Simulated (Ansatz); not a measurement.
Crystal: PBr.

```xyz
4
Lattice="4.9386 0.0000 0.0000 -2.0624 5.1945 0.0000 -0.6968 -0.6538 6.2333" Properties=species:S:1:pos:R:3 pbc="T T T"
Br    1.3556    4.2827    1.5132
Br    0.8238    0.2581    4.7201
P     1.6933    2.1829    3.9386
P     0.4861    2.3578    2.2946
```

The cell comes from a database or a generator and needn't be the stable form of this composition.

Base run:

| Quantity | Value |
| --- | --- |
| Program | Ansatz 0.2.0 |
| Functional | BLYP |
| Potentials or basis | Ansatz PAW |
| Cutoff | 420 eV (not typed: the program's choice for these potentials) |
| k mesh | 4 × 3 × 3 |
| Occupations | fermi-dirac, width 0.05 eV |
| Spin | no spin polarisation |

Its results: band gap on the k mesh 1.62 eV, direct; pressure 1.4 GPa; largest force 0.351 eV/Å.

Problem. The run is repeated on the same cell with these changes: functional from BLYP to r2SCAN; cutoff from 420 eV (not typed: the program's choice for these potentials) to 500 eV (not typed: the program's choice for these potentials). What comes out?

Solution. Band gap on the k mesh 1.82 eV, direct; pressure -0.7 GPa; largest force 0.280 eV/Å.

r2SCAN gives the wider gap, since meta-GGAs in the generalised Kohn-Sham scheme recover part of the derivative discontinuity.

Caveats: the k mesh misses the band edges, so the gap on the mesh is wider than the one along the path; the PAW data sets come from PBE, with cores solved anew for the run's functional, which leaves a small shift of forces and pressure.
